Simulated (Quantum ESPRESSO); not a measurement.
# Cu (Fmmm) in Quantum ESPRESSO: further runs

Aim: see how the results for Cu move with the level of theory and the settings. Levels: LDA, PBEsol. Tasks: single point.

All numbers are computed with Quantum ESPRESSO 7.5; they aren't measurements. Logs are shortened: lines on timing, memory, paths and dates and some standing lists are left out, and cuts for length are marked.

## Step 1: Starting point

Symmetry: Fmmm, No. 69, orthorhombic system. The conventional cell has a = 3.280 Å, b = 3.400 Å, c = 4.639 Å, α = 90.00°, β = 90.00°, γ = 90.00°. Around Cu (site symmetry mmm) lie 4 Cu at 2.36 Å.

The cell was built by a generator and needn't be a form met in nature.

## Step 2: Single point, LDA

The input, pw.in:

```
&CONTROL
  calculation = 'scf'
  prefix = 'pwscf'
  outdir = './tmp'
  pseudo_dir = './pseudo'
  tprnfor = .true.
  tstress = .true.
  disk_io = 'nowf'
/
&SYSTEM
  ibrav = 0
  nat = 1
  ntyp = 1
  ecutwfc = 56
  ecutrho = 448
  nbnd = 16
  occupations = 'smearing'
  smearing = 'mp'
  degauss = 0.00734986
/
&ELECTRONS
  conv_thr = 2d-10
  electron_maxstep = 120
  mixing_beta = 0.5
/
ATOMIC_SPECIES
Cu    63.5460 cu_lda_v1.2.uspp.F.UPF
CELL_PARAMETERS angstrom
   1.6400000000    2.3193102423    0.0000000000
  -1.6400000000    2.3193102423    0.0000000000
   0.0000000000    2.3193102423    1.7000000000
ATOMIC_POSITIONS crystal
Cu     0.0000000000    0.0000000000    0.0000000000
K_POINTS automatic
16 16 16 0 0 0
```

Potentials or basis: GBRV 1.5 LDA.

Command:

```sh
$ OMP_NUM_THREADS=1 pw.x -in pw.in > pw.out
```

pw.out:

```text
This program is part of the open-source Quantum ESPRESSO suite
     for quantum simulation of materials; please cite
[... 9 lines left out ...]
     --------------------
     sticks:   dense  smooth     PW     G-vecs:    dense   smooth      PW
     Sum         969     483    197                13957     4929    1253

     Using Slab Decomposition

     bravais-lattice index     =            0
     lattice parameter (alat)  =       5.3679  a.u.
     unit-cell volume          =      87.2727 (a.u.)^3
     number of atoms/cell      =            1
     number of atomic types    =            1
     number of electrons       =        19.00
     number of Kohn-Sham states=           16
     kinetic-energy cutoff     =      56.0000  Ry
     charge density cutoff     =     448.0000  Ry
     scf convergence threshold =      2.0E-10
     mixing beta               =       0.5000
     number of iterations used =            8  plain     mixing
     Exchange-correlation= SLA  PZ   NOGX NOGC
                           (   1   1   0   0   0   0   0)

     celldm(1)=   5.367887  celldm(2)=   0.000000  celldm(3)=   0.000000
     celldm(4)=   0.000000  celldm(5)=   0.000000  celldm(6)=   0.000000

     crystal axes: (cart. coord. in units of alat)
               a(1) = (   0.577350   0.816497   0.000000 )
               a(2) = (  -0.577350   0.816497   0.000000 )
               a(3) = (   0.000000   0.816497   0.598473 )

     reciprocal axes: (cart. coord. in units 2 pi/alat)
               b(1) = (  0.866025  0.612372 -0.835460 )
               b(2) = ( -0.866025  0.612372 -0.835460 )
               b(3) = (  0.000000 -0.000000  1.670920 )

     PseudoPot. # 1 for Cu read from file:
     cu_lda_v1.2.uspp.F.UPF
     Pseudo is Ultrasoft + core correction, Zval = 19.0
     Generated by new atomic code, or converted to UPF format
     Using radial grid of  867 points,  6 beta functions with:
                l(1) =   0
                l(2) =   0
                l(3) =   1
                l(4) =   1
                l(5) =   2
                l(6) =   2
     Q(r) pseudized with  8 coefficients,  rinner =    1.150   1.150   1.150
                                                       1.150   1.150

     atomic species   valence    mass     pseudopotential
     Cu               19.00    63.54600     Cu( 1.00)

      8 Sym. Ops., with inversion, found

   Cartesian axes

     site n.     atom                  positions (alat units)
         1        Cu     tau(   1) = (   0.0000000   0.0000000   0.0000000  )

     number of k points=   621  Methfessel-Paxton smearing, width (Ry)=  0.0073

     Number of k-points >= 100: set verbosity='high' to print them.

     Dense  grid:    13957 G-vectors     FFT dimensions: (  40,  40,  40)

     Smooth grid:     4929 G-vectors     FFT dimensions: (  25,  25,  25)

     Check: negative core charge=   -0.000002

     Initial potential from superposition of free atoms

     starting charge      18.0000, renormalised to      19.0000
     Starting wfcs are   13 randomized atomic wfcs +    3 random wfcs

     Self-consistent Calculation

     iteration #  1     ecut=    56.00 Ry     beta= 0.50
     Davidson diagonalization with overlap
     ethr =  1.00E-02,  avg # of iterations =  6.0

     total energy              =    -400.47382087 Ry
     estimated scf accuracy    <       5.89294240 Ry

     iteration #  2     ecut=    56.00 Ry     beta= 0.50
     Davidson diagonalization with overlap
     ethr =  1.00E-02,  avg # of iterations =  3.0

     total energy              =    -402.96399055 Ry
     estimated scf accuracy    <       6.54022766 Ry

     iteration #  3     ecut=    56.00 Ry     beta= 0.50
     Davidson diagonalization with overlap
     ethr =  1.00E-02,  avg # of iterations =  2.0

     total energy              =    -403.54514408 Ry
     estimated scf accuracy    <       0.46252863 Ry

     iteration #  4     ecut=    56.00 Ry     beta= 0.50
     Davidson diagonalization with overlap
     ethr =  2.43E-03,  avg # of iterations =  1.1

     total energy              =    -403.55782368 Ry
     estimated scf accuracy    <       0.17045202 Ry

     iteration #  5     ecut=    56.00 Ry     beta= 0.50
     Davidson diagonalization with overlap
     ethr =  8.97E-04,  avg # of iterations =  1.1

     total energy              =    -403.48927002 Ry
     estimated scf accuracy    <       0.19151000 Ry

     iteration #  6     ecut=    56.00 Ry     beta= 0.50
     Davidson diagonalization with overlap
     ethr =  8.97E-04,  avg # of iterations =  2.0

     total energy              =    -403.52517485 Ry
     estimated scf accuracy    <       0.00376799 Ry

     iteration #  7     ecut=    56.00 Ry     beta= 0.50
     Davidson diagonalization with overlap
     ethr =  1.98E-05,  avg # of iterations =  2.4

     total energy              =    -403.52302901 Ry
     estimated scf accuracy    <       0.00444075 Ry

     iteration #  8     ecut=    56.00 Ry     beta= 0.50
     Davidson diagonalization with overlap
     ethr =  1.98E-05,  avg # of iterations =  2.0

     total energy              =    -403.52405940 Ry
     estimated scf accuracy    <       0.00819966 Ry

     iteration #  9     ecut=    56.00 Ry     beta= 0.50
     Davidson diagonalization with overlap
     ethr =  1.98E-05,  avg # of iterations =  1.1

     total energy              =    -403.52528401 Ry
     estimated scf accuracy    <       0.00122429 Ry

     iteration # 10     ecut=    56.00 Ry     beta= 0.50
     Davidson diagonalization with overlap
     ethr =  6.44E-06,  avg # of iterations =  2.3

     total energy              =    -403.53047103 Ry
     estimated scf accuracy    <       0.02438476 Ry

     iteration # 11     ecut=    56.00 Ry     beta= 0.50
     Davidson diagonalization with overlap
     ethr =  6.44E-06,  avg # of iterations =  2.0

     total energy              =    -403.51090567 Ry
     estimated scf accuracy    <       0.03727502 Ry

     iteration # 12     ecut=    56.00 Ry     beta= 0.50
     Davidson diagonalization with overlap
     ethr =  6.44E-06,  avg # of iterations =  3.2

     total energy              =    -403.51710135 Ry
     estimated scf accuracy    <       0.03112822 Ry

     iteration # 13     ecut=    56.00 Ry     beta= 0.50
     Davidson diagonalization with overlap
     ethr =  6.44E-06,  avg # of iterations =  3.1

     total energy              =    -403.52195049 Ry
     estimated scf accuracy    <       0.00452476 Ry

     iteration # 14     ecut=    56.00 Ry     beta= 0.50
     Davidson diagonalization with overlap
     ethr =  6.44E-06,  avg # of iterations =  3.0

     total energy              =    -403.52352437 Ry
     estimated scf accuracy    <       0.01805644 Ry

     iteration # 15     ecut=    56.00 Ry     beta= 0.50
     Davidson diagonalization with overlap
     ethr =  6.44E-06,  avg # of iterations =  2.0

     total energy              =    -403.52443309 Ry
     estimated scf accuracy    <       0.00139456 Ry

     iteration # 16     ecut=    56.00 Ry     beta= 0.50
     Davidson diagonalization with overlap
     ethr =  6.44E-06,  avg # of iterations =  1.9

     total energy              =    -403.52464825 Ry
     estimated scf accuracy    <       0.00000103 Ry

     iteration # 17     ecut=    56.00 Ry     beta= 0.50
     Davidson diagonalization with overlap
     ethr =  5.40E-09,  avg # of iterations =  3.9

     total energy              =    -403.52465063 Ry
     estimated scf accuracy    <       0.00000140 Ry

     iteration # 18     ecut=    56.00 Ry     beta= 0.50
     Davidson diagonalization with overlap
     ethr =  5.40E-09,  avg # of iterations =  1.0

     total energy              =    -403.52465071 Ry
     estimated scf accuracy    <       0.00000013 Ry

     iteration # 19     ecut=    56.00 Ry     beta= 0.50
     Davidson diagonalization with overlap
     ethr =  6.67E-10,  avg # of iterations =  1.2

     total energy              =    -403.52465071 Ry
     estimated scf accuracy    <       0.00000002 Ry

     iteration # 20     ecut=    56.00 Ry     beta= 0.50
     Davidson diagonalization with overlap
     ethr =  8.09E-11,  avg # of iterations =  2.0

     total energy              =    -403.52465071 Ry
     estimated scf accuracy    <          9.1E-10 Ry

     iteration # 21     ecut=    56.00 Ry     beta= 0.50
     Davidson diagonalization with overlap
     ethr =  4.78E-12,  avg # of iterations =  1.7

     End of self-consistent calculation

     Number of k-points >= 100: set verbosity='high' to print the bands.

     the Fermi energy is    13.8229 ev

!    total energy              =    -403.52465071 Ry
     estimated scf accuracy    <          1.4E-10 Ry
     smearing contrib. (-TS)   =      -0.00001943 Ry
     internal energy E=F+TS    =    -403.52463128 Ry

     The total energy is F=E-TS. E is the sum of the following terms:
     one-electron contribution =    -283.41982433 Ry
     hartree contribution      =     151.70811875 Ry
     xc contribution           =     -38.20719223 Ry
     ewald contribution        =    -233.60573348 Ry

     convergence has been achieved in  21 iterations

     Forces acting on atoms (cartesian axes, Ry/au):

     atom    1 type  1   force =     0.00000000    0.00000000    0.00000000

     Total force =     0.000000     Total SCF correction =     0.000000

     Computing stress (Cartesian axis) and pressure

          total   stress  (Ry/bohr**3)                   (kbar)     P=     -138.06
  -0.00040349  -0.00000000   0.00000000          -59.35       -0.00        0.00
   0.00000000  -0.00216651  -0.00000000            0.00     -318.70       -0.00
  -0.00000000  -0.00000000  -0.00024556           -0.00       -0.00      -36.12

=------------------------------------------------------------------------------=
   JOB DONE.
=------------------------------------------------------------------------------=
```

It took 2.8 min on 1 thread of Intel Xeon Platinum 8488C (Sapphire Rapids), shared host; peak memory 0.17 GiB.

What came out:

```yaml
Free_energy: -5490.2326 eV
Pressure: -13.8 GPa
Band_gap_on_the_k_mesh: none (metal or under the smearing width)
```

Stress tensor (GPa, compression positive):
```
 -5.94   0.00   0.00
  0.00 -31.87   0.00
  0.00   0.00  -3.61
```

## Step 3: Single point, PBEsol

Edit pw.in of step 2 so:

```diff
@@ -26,3 +26,3 @@
 ATOMIC_SPECIES
-Cu    63.5460 cu_lda_v1.2.uspp.F.UPF
+Cu    63.5460 cu_pbesol_v1.2.uspp.F.UPF
 CELL_PARAMETERS angstrom
```

Potentials or basis: GBRV 1.5 PBEsol.

Command:

```sh
$ OMP_NUM_THREADS=1 pw.x -in pw.in > pw.out
```

Wall time 2.4 min (1 thread of Intel Xeon Platinum 8375C at 2.90GHz (Ice Lake), shared host); peak memory 0.18 GiB.

It converged, with:

```yaml
Free_energy: -5489.7697 eV
Pressure: -8.7 GPa
Band_gap_on_the_k_mesh: none (metal or under the smearing width)
```

Stress tensor (GPa, compression positive):
```
 -0.10   0.00   0.00
  0.00 -28.62   0.00
  0.00   0.00   2.46
```

Levels at points of the mesh, in eV from the Fermi level:
| k point | band 7 | band 8 | band 9 | band 10 | band 11 | band 12 |
| --- | --- | --- | --- | --- | --- | --- |
| (0.00, 0.00, 0.00) | -3.00 | -2.12 | -2.04 | -1.41 | 18.69 | 22.85 |
| (0.00, 0.00, -0.50) | -2.10 | -1.74 | -0.77 | 3.53 | 9.01 | 10.87 |
| (0.00, -0.50, 0.00) | -2.22 | -1.60 | -1.46 | -0.52 | 3.84 | 13.14 |
| (-0.50, -0.50, 0.00) | -2.04 | -1.66 | -0.78 | 4.48 | 9.87 | 10.05 |
| (-0.50, -0.50, -0.50) | -1.62 | -1.47 | -1.46 | -1.33 | 1.91 | 17.77 |
